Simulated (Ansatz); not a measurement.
# MgZn2As2O8: the cost of one run

Method: DFT PBEsol, plane waves, PAW, scalar-relativistic, no spin polarisation, in Ansatz 0.2.0.

## 1. The starting structure

The cell holds 26 atoms (As4Mg2O16Zn4): a = 5.353 Å, b = 8.585 Å, c = 9.030 Å, α = 90.00°, β = 119.76°, γ = 90.00°.

Its coordinates follow in the input file.

## 2. Run 1

400 steps of 1 fs under a Langevin thermostat at 500 K.

The input, input.yaml:

```yaml
crystal:
  lattice:
    - [5.352667, 0.0, 0.0]
    - [0.0, 8.585071, 0.0]
    - [-4.482738, 0.0, 7.838504]
  atoms:
    - { symbol: Mg, position: [0.0, 0.0, 0.0] }
    - { symbol: Mg, position: [0.0, 0.5, 0.5] }
    - { symbol: Zn, position: [0.018256, 0.360853, 0.111709] }
    - { symbol: Zn, position: [0.981744, 0.639147, 0.888291] }
    - { symbol: Zn, position: [0.981744, 0.860853, 0.388291] }
    - { symbol: Zn, position: [0.018256, 0.139147, 0.611709] }
    - { symbol: As, position: [0.351368, 0.69339, 0.306725] }
    - { symbol: As, position: [0.648632, 0.30661, 0.693275] }
    - { symbol: As, position: [0.648632, 0.19339, 0.193275] }
    - { symbol: As, position: [0.351368, 0.80661, 0.806725] }
    - { symbol: O, position: [0.273125, 0.63697, 0.460412] }
    - { symbol: O, position: [0.726875, 0.36303, 0.539588] }
    - { symbol: O, position: [0.726875, 0.13697, 0.039588] }
    - { symbol: O, position: [0.273125, 0.86303, 0.960412] }
    - { symbol: O, position: [0.206692, 0.567162, 0.135905] }
    - { symbol: O, position: [0.793308, 0.432838, 0.864095] }
    - { symbol: O, position: [0.793308, 0.067162, 0.364095] }
    - { symbol: O, position: [0.206692, 0.932838, 0.635905] }
    - { symbol: O, position: [0.176708, 0.871744, 0.24509] }
    - { symbol: O, position: [0.823292, 0.128256, 0.75491] }
    - { symbol: O, position: [0.823292, 0.371744, 0.25491] }
    - { symbol: O, position: [0.176708, 0.628256, 0.74509] }
    - { symbol: O, position: [0.715774, 0.696475, 0.384495] }
    - { symbol: O, position: [0.284226, 0.303525, 0.615505] }
    - { symbol: O, position: [0.284226, 0.196475, 0.115505] }
    - { symbol: O, position: [0.715774, 0.803525, 0.884495] }
basis:
  ecutwfc: 420.0
kpoints:
  mp_grid: { grid: [2, 1, 2] }
hamiltonian:
  xc: pbesol
scf:
  occupations: { method: fermi_dirac, width: 0.05 }
  lower_state_search: "off"
md:
  timestep: 1
  n_steps: 400
  ensemble: nvt_langevin
  temperature: 500.0
  initial_velocities: maxwell_boltzmann
  seed: 235965
  friction: 0.05
```

On the command line:

```
$ ansatz run input.yaml --threads 2 --pin off --max-ram 5120MiB --backend cpu --events-out ev --progress --plain --runs-dir out
```

Q: Estimate wall time and peak memory on 2 threads of AMD EPYC 9R14 (Zen 4), shared host.

About 20 min, with a peak of 1.1 GiB.
